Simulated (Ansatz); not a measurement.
# Li3AlH6: the cost of one run

Program: Ansatz 0.2.0. Level of theory: DFT LDA, scalar-relativistic, plane waves, PAW. These are calculated values, not measurements.

### Step 1. The system as given

It takes space group R-3 (No. 148, trigonal). The conventional cell has a = 8.071 Å, b = 8.071 Å, c = 9.513 Å, α = 90.00°, β = 90.00°, γ = 120.00°. Li (site symmetry 1) has 6 H at 1.89 to 2.12 Å in its first shell of neighbours. Around Al (site symmetry -3) lie 6 H at 1.73 Å. Al (site symmetry -3) is surrounded by 6 H at 1.75 Å. H (site symmetry 1) has 1 Al at 1.75 Å and 3 Li at 1.89 to 2.12 Å in its first shell of neighbours. Around H (site symmetry 1) lie 1 Al at 1.73 Å and 3 Li at 1.95 to 2.05 Å.

Structure file:

```
Li Al H
1.0
     4.03559    2.32995    3.17100
    -4.03559    2.32995    3.17100
     0.00000   -4.65989    3.17100
Li Al H
6 2 12
Direct
  0.24870 0.55950 0.06510
  0.06510 0.24870 0.55950
  0.55950 0.06510 0.24870
  0.75130 0.44050 0.93490
  0.93490 0.75130 0.44050
  0.44050 0.93490 0.75130
  0.50000 0.50000 0.50000
  0.00000 0.00000 0.00000
  0.93400 0.07310 0.29500
  0.29500 0.93400 0.07310
  0.07310 0.29500 0.93400
  0.06600 0.92690 0.70500
  0.70500 0.06600 0.92690
  0.92690 0.70500 0.06600
  0.54820 0.41380 0.20800
  0.20800 0.54820 0.41380
  0.41380 0.20800 0.54820
  0.45180 0.58620 0.79200
  0.79200 0.45180 0.58620
  0.58620 0.79200 0.45180
```

The structure comes from the Crystallography Open Database.

(A quick probe on a coarse mesh, which set the mesh and smearing, is not shown.)

### Step 3. The relaxation

Input file input.yaml:

```yaml
crystal:
  lattice:
    - [4.035585, 2.3299460861, 3.171]
    - [-4.035585, 2.3299460861, 3.171]
    - [0.0, -4.6598921722, 3.171]
  atoms:
    - { symbol: Li, position: [0.2487, 0.5595, 0.0651] }
    - { symbol: Li, position: [0.0651, 0.2487, 0.5595] }
    - { symbol: Li, position: [0.5595, 0.0651, 0.2487] }
    - { symbol: Li, position: [0.7513, 0.4405, 0.9349] }
    - { symbol: Li, position: [0.9349, 0.7513, 0.4405] }
    - { symbol: Li, position: [0.4405, 0.9349, 0.7513] }
    - { symbol: Al, position: [0.5, 0.5, 0.5] }
    - { symbol: Al, position: [0.0, 0.0, 0.0] }
    - { symbol: H, position: [0.934, 0.0731, 0.295] }
    - { symbol: H, position: [0.295, 0.934, 0.0731] }
    - { symbol: H, position: [0.0731, 0.295, 0.934] }
    - { symbol: H, position: [0.066, 0.9269, 0.705] }
    - { symbol: H, position: [0.705, 0.066, 0.9269] }
    - { symbol: H, position: [0.9269, 0.705, 0.066] }
    - { symbol: H, position: [0.5482, 0.4138, 0.208] }
    - { symbol: H, position: [0.208, 0.5482, 0.4138] }
    - { symbol: H, position: [0.4138, 0.208, 0.5482] }
    - { symbol: H, position: [0.4518, 0.5862, 0.792] }
    - { symbol: H, position: [0.792, 0.4518, 0.5862] }
    - { symbol: H, position: [0.5862, 0.792, 0.4518] }
basis:
  ecutwfc: 420
kpoints:
  mp_grid: { grid: [6, 6, 6] }
hamiltonian:
  xc: lda
scf:
  occupations: { method: gaussian, width: 0.02 }
output:
  forces: true
  stress: true
  eigenvalues: true
  write_density: true
  write_potential: true
  elf: true
  volumetric_format: npy
relax:
  adjacent_minimum: "off"
  f_tol: 0.005
  max_steps: 80
  cell: { stress_tol: 0.05 }
```

The run is started by

```sh
> ansatz run input.yaml --threads 8 --pin off --max-ram 22528MiB --backend cpu --events-out ev --progress --plain --runs-dir out
```

What time and memory should one allow on 8 threads of Intel Xeon Platinum 8259CL at 2.50GHz (Skylake/Cascade Lake), shared host?

About 17 s, with a peak of 0.85 GiB.
